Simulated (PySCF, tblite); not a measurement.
# C4H6F3O2P: infrared bands and NMR shifts

What infrared bands and NMR shifts should C4H6F3O2P (`C=C[P@](=O)(O)CC(F)(F)F`) show?

The runs use tblite 0.8.0 and PySCF 2.14.0, with density-fitted response routines of our own; the level of theory stands in each step. All values are computed, except where a source is named. Atoms are numbered from 0 throughout.

## Step 1: Starting geometry

16 atoms, charge 0, multiplicity 1; geometry from: GFN2-xTB.

Bonds of the start (Å): C0–C1 1.32, C1–P2 1.81, P2–O3 1.46, P2–O4 1.60, P2–C5 1.86, C5–C6 1.50, C6–F7 1.34, C6–F8 1.35, C6–F9 1.34, C0–H10 1.08, C0–H11 1.08, C1–H12 1.08, O4–H13 0.96, C5–H14 1.09, C5–H15 1.09.

## Step 2: Harmonic vibrations with GFN2-xTB

What the job is given:

```
{"job": {"kind": "ir", "xc": "GFN2-xTB", "basis": "xTB"}, "charge": 0, "multiplicity": 1}
C      2.420324    -1.079621     0.673412
C      1.323730    -0.369652     0.867475
P      0.564765     0.452130    -0.555015
O      1.347457     0.491570    -1.791053
O      0.187492     1.912333    -0.010773
C     -1.089872    -0.363371    -0.806520
C     -2.102876     0.120157     0.193046
F     -2.536958     1.356395    -0.071577
F     -3.197536    -0.662162     0.224290
F     -1.621344     0.133369     1.443207
H      2.835246    -1.168318    -0.317987
H      2.937707    -1.582239     1.474489
H      0.862695    -0.233737     1.832748
H      0.470797     2.577234    -0.642134
H     -1.435336    -0.131834    -1.815306
H     -0.973889    -1.443310    -0.709714
```

**Question.** This job is followed by: GIAO PBE0/pcSseg-1 NMR shielding, non-relativistic, gas phase. What will the session give for the following? strongest single infrared mode (GFN2-xTB); zero-point energy (GFN2-xTB); ¹³C shifts against TMS (PBE0/pcSseg-1); ¹H shifts against TMS (PBE0/pcSseg-1); ³¹P shifts against H3PO4 (PBE0/pcSseg-1); ¹⁷O shifts against H2O (PBE0/pcSseg-1); ¹⁹F shifts against CFCl3 (PBE0/pcSseg-1, means over atoms taken as alike).

As calculated:

```
                                                                 quantity                                   value
                                strongest single infrared mode (GFN2-xTB)                   1279 cm⁻¹, 351 km/mol
                                             zero-point energy (GFN2-xTB)                           63.0 kcal/mol
                                   ¹³C shifts against TMS (PBE0/pcSseg-1)           142.9, 141.0, 133.2, 44.5 ppm
                                    ¹H shifts against TMS (PBE0/pcSseg-1)  6.75, 6.70, 6.56, 2.90, 2.75, 2.55 ppm
                                 ³¹P shifts against H3PO4 (PBE0/pcSseg-1)                                19.2 ppm
                                   ¹⁷O shifts against H2O (PBE0/pcSseg-1)                        144.6, 110.4 ppm
¹⁹F shifts against CFCl3 (PBE0/pcSseg-1, means over atoms taken as alike)                               -73.6 ppm
```

What this shows: All 42 modes are real, so the xTB geometry is a minimum. The strongest single mode, at 1279 cm⁻¹, moves mainly O3 and P2. GFN2-xTB is a fitted tight-binding method: band positions and strengths are rough. Its intensities can rank the bands wrongly. The most deshielded carbon is C0 (terminal =CH2 carbon), at 142.9 ppm: an sp2 carbon of a C=C bond. H12 (hydrogen on an alkene CH) lies farthest downfield among hydrogen, at 6.75 ppm; attached to an sp2 carbon and in the plane of the double bond. At PBE0/pcSseg-1: The largest span, 258 ppm, is at C0, where the paramagnetic term is -209 ppm.
